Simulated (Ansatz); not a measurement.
# Cu27O2: the cost of one run

Program: Ansatz 0.2.0. Level of theory: DFT PBE, scalar-relativistic, plane waves, PAW, and further levels as typed in the inputs. These are calculated values, not measurements.

## Step 1: Starting point

Symmetry: Cm, No. 8, monoclinic system. Conventional cell: a = 13.282 Å, b = 7.669 Å, c = 21.174 Å, α = 90.00°, β = 90.00°, γ = 90.00°. Cu (site symmetry m) is surrounded by 9 Cu at 2.56 Å. Cu (site symmetry 1) has 9 Cu at 2.56 Å as nearest neighbours. Cu (site symmetry 1) is surrounded by 12 Cu at 2.56 Å. Cu (site symmetry m) is surrounded by 12 Cu at 2.56 Å. Only part of the 19 independent sites is listed.

Coordinates:

```xyz
29
Lattice="7.6686 0.0000 0.0000 3.8343 6.6412 0.0000 0.0000 0.0000 21.1742" Properties=species:S:1:pos:R:3 pbc="T T T"
Cu    1.2781    0.7379    8.5000
Cu    3.8343    0.7379    8.5000
Cu    6.3905    0.7379    8.5000
Cu    2.5562    2.9516    8.5000
Cu    5.1124    2.9516    8.5000
Cu    7.6686    2.9516    8.5000
Cu    3.8343    5.1654    8.5000
Cu    6.3905    5.1654    8.5000
Cu    8.9467    5.1654    8.5000
Cu    0.0000    1.4758   10.5871
Cu    2.5562    1.4758   10.5871
Cu    5.1124    1.4758   10.5871
Cu    1.2781    3.6895   10.5871
Cu    3.8343    3.6895   10.5871
Cu    6.3905    3.6895   10.5871
Cu    2.5562    5.9033   10.5871
Cu    5.1124    5.9033   10.5871
Cu    7.6686    5.9033   10.5871
Cu    0.0000    0.0000   12.6742
Cu    2.5562    0.0000   12.6742
Cu    5.1124    0.0000   12.6742
Cu    1.2781    2.2137   12.6742
Cu    3.8343    2.2137   12.6742
Cu    6.3905    2.2137   12.6742
Cu    2.5562    4.4275   12.6742
Cu    5.1124    4.4275   12.6742
Cu    7.6686    4.4275   12.6742
O     4.4324    2.2137   14.5242
O     5.7924    2.2137   14.5242
```

## Step 2: Relaxing the atoms: Cu27O2 slab, moments ++

Contents of input.yaml:

```yaml
crystal:
  lattice:
    - [7.668573042, 0.0, 0.0]
    - [3.834286521, 6.6411790651, 0.0]
    - [0.0, 0.0, 21.1742424462]
  atoms:
    - { symbol: Cu, position: [0.1111111111, 0.1111111111, 0.4014311266] }
    - { symbol: Cu, position: [0.4444444444, 0.1111111111, 0.4014311266] }
    - { symbol: Cu, position: [0.7777777778, 0.1111111111, 0.4014311266] }
    - { symbol: Cu, position: [0.1111111111, 0.4444444444, 0.4014311266] }
    - { symbol: Cu, position: [0.4444444444, 0.4444444444, 0.4014311266] }
    - { symbol: Cu, position: [0.7777777778, 0.4444444444, 0.4014311266] }
    - { symbol: Cu, position: [0.1111111111, 0.7777777778, 0.4014311266] }
    - { symbol: Cu, position: [0.4444444444, 0.7777777778, 0.4014311266] }
    - { symbol: Cu, position: [0.7777777778, 0.7777777778, 0.4014311266] }
    - { symbol: Cu, position: [-0.1111111111, 0.2222222222, 0.5] }
    - { symbol: Cu, position: [0.2222222222, 0.2222222222, 0.5] }
    - { symbol: Cu, position: [0.5555555556, 0.2222222222, 0.5] }
    - { symbol: Cu, position: [-0.1111111111, 0.5555555556, 0.5] }
    - { symbol: Cu, position: [0.2222222222, 0.5555555556, 0.5] }
    - { symbol: Cu, position: [0.5555555556, 0.5555555556, 0.5] }
    - { symbol: Cu, position: [-0.1111111111, 0.8888888889, 0.5] }
    - { symbol: Cu, position: [0.2222222222, 0.8888888889, 0.5] }
    - { symbol: Cu, position: [0.5555555556, 0.8888888889, 0.5] }
    - { symbol: Cu, position: [0.0, 0.0, 0.5985688734] }
    - { symbol: Cu, position: [0.3333333333, 0.0, 0.5985688734] }
    - { symbol: Cu, position: [0.6666666667, 0.0, 0.5985688734] }
    - { symbol: Cu, position: [0.0, 0.3333333333, 0.5985688734] }
    - { symbol: Cu, position: [0.3333333333, 0.3333333333, 0.5985688734] }
    - { symbol: Cu, position: [0.6666666667, 0.3333333333, 0.5985688734] }
    - { symbol: Cu, position: [0.0, 0.6666666667, 0.5985688734] }
    - { symbol: Cu, position: [0.3333333333, 0.6666666667, 0.5985688734] }
    - { symbol: Cu, position: [0.6666666667, 0.6666666667, 0.5985688734] }
    - { symbol: O, position: [0.4113263972, 0.3333333333, 0.6859391774], spin: 0.5 }
    - { symbol: O, position: [0.5886736028, 0.3333333333, 0.6859391774], spin: 0.5 }
magnetization:
  spin_polarized: true
scf:
  occupations: { method: gaussian, width: 0.1 }
output:
  forces: true
  populations: true
  write_density: true
  write_potential: true
  elf: true
  volumetric_format: npy
hamiltonian:
  xc: pbe
kpoints:
  mp_grid: { grid: [3, 3, 1] }
efield:
  axis: 3
  dipole_correction: true
relax:
  f_tol: 0.02
  max_steps: 80
  constraints: [{ sites: [0, 1, 2, 3, 4, 5, 6, 7, 8] }]
```

Run with:

```sh
ansatz run input.yaml --threads 8 --pin off --max-ram 24576MiB --backend cpu --events-out ev --progress --plain --runs-dir out
```

**Question.** How long does this run take on 8 threads of Intel Xeon Platinum 8375C at 2.90GHz (Ice Lake), shared host, and how much memory does it need?

About 14 min, with a peak of 12 GiB.
